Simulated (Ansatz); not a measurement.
**CH5FSSn: how energies converge with the basis set**

How large a basis does CH5FSSn need? Two functionals are run in growing sets.

Computed with Ansatz 0.2.0, Gaussian basis. Level: one geometry, several basis sets.

Levels to be run: PBE0-D4/def2-SVP; ωB97M-V/def2-SVP; PBE0-D4/def2-QZVPP; ωB97M-V/def2-QZVPP; the functionals' def2-TZVPP values are taken from earlier runs.

## Step 1: The relaxed structure

An earlier PBE0-D4 in a triple-zeta def2 set relaxation fixed the geometry. Sn takes the def2 core potential; no spin-orbit term is included.

SMILES `F[CH2][SnH2][SH]`, 9 atoms, charge 0, spin multiplicity 1.

Atoms are counted from 1 here; the program's logs count them from 0.

Bond lengths: F1–C2 1.386 Å, C2–Sn3 2.168 Å, C2–H5 1.092 Å, C2–H6 1.093 Å, Sn3–S4 2.402 Å, Sn3–H7 1.707 Å, Sn3–H8 1.706 Å, S4–H9 1.344 Å. Angles: F1–C2–Sn3 108.8°, F1–C2–H5 108.5°, F1–C2–H6 108.5°, Sn3–C2–H5 110.2°, Sn3–C2–H6 111.5°, H5–C2–H6 109.3°, C2–Sn3–S4 106.7°, C2–Sn3–H7 109.9°, C2–Sn3–H8 111.9°, S4–Sn3–H7 110.4°, S4–Sn3–H8 105.9°, H7–Sn3–H8 111.7°, Sn3–S4–H9 92.8°.

Geometry (Å):

```xyz
9

F    -0.6232    1.4592   -1.2118
C     0.5794    0.9582   -0.7379
Sn    0.2118   -0.9513    0.2205
S    -1.3087   -0.5328    2.0325
H     0.9908    1.6685   -0.0171
H     1.2690    0.8576   -1.5801
H    -0.4803   -2.0402   -0.8974
H     1.6246   -1.5895    0.9323
H    -2.1751    0.1239    1.2421
```

## Step 2: PBE0-D4 in def2-SVP

The input, in.yaml:

```yaml
crystal:
  periodic: [false, false, false]
  atoms:
    - {symbol: F, position_ang: [-0.623180, 1.459200, -1.211844]}
    - {symbol: C, position_ang: [0.579438, 0.958232, -0.737862]}
    - {symbol: Sn, position_ang: [0.211832, -0.951316, 0.220464]}
    - {symbol: S, position_ang: [-1.308689, -0.532782, 2.032487]}
    - {symbol: H, position_ang: [0.990816, 1.668503, -0.017100]}
    - {symbol: H, position_ang: [1.268989, 0.857608, -1.580142]}
    - {symbol: H, position_ang: [-0.480333, -2.040182, -0.897403]}
    - {symbol: H, position_ang: [1.624568, -1.589471, 0.932303]}
    - {symbol: H, position_ang: [-2.175141, 0.123907, 1.242098]}
basis:
  gaussian: {orbitals: def2-SVP}
hamiltonian: {xc: pbe0, dispersion: d4}
output: {orbitals: {seedname: orbitals}}
```

Launch:

```bash
ansatz run in.yaml --threads 4 --pin off --events-out ev --progress --plain --max-ram 10444MiB
```

The runs that follow: ωB97M-V in def2-SVP; PBE0-D4 in def2-QZVPP; ωB97M-V in def2-QZVPP.

**Question.** What will the summary of the whole plan be? Wanted: PBE0-D4: double and triple zeta above quadruple; ωB97M-V: double and triple zeta above quadruple.

As calculated:

| quantity | value |
| --- | --- |
| PBE0-D4: double and triple zeta above quadruple | 9.31, 0.60 eV |
| ωB97M-V: double and triple zeta above quadruple | 9.44, 0.58 eV |

**Reading.** PBE0-D4 gains 8.71 eV from double to triple zeta, then 0.60 eV more. These are total energies; as a rule much of such shifts cancels in differences, which this series doesn't test. The LUMO of ωB97M-V is positive and keeps falling with the basis (1.64 to 0.78 eV): an unbound level that the basis holds in place.
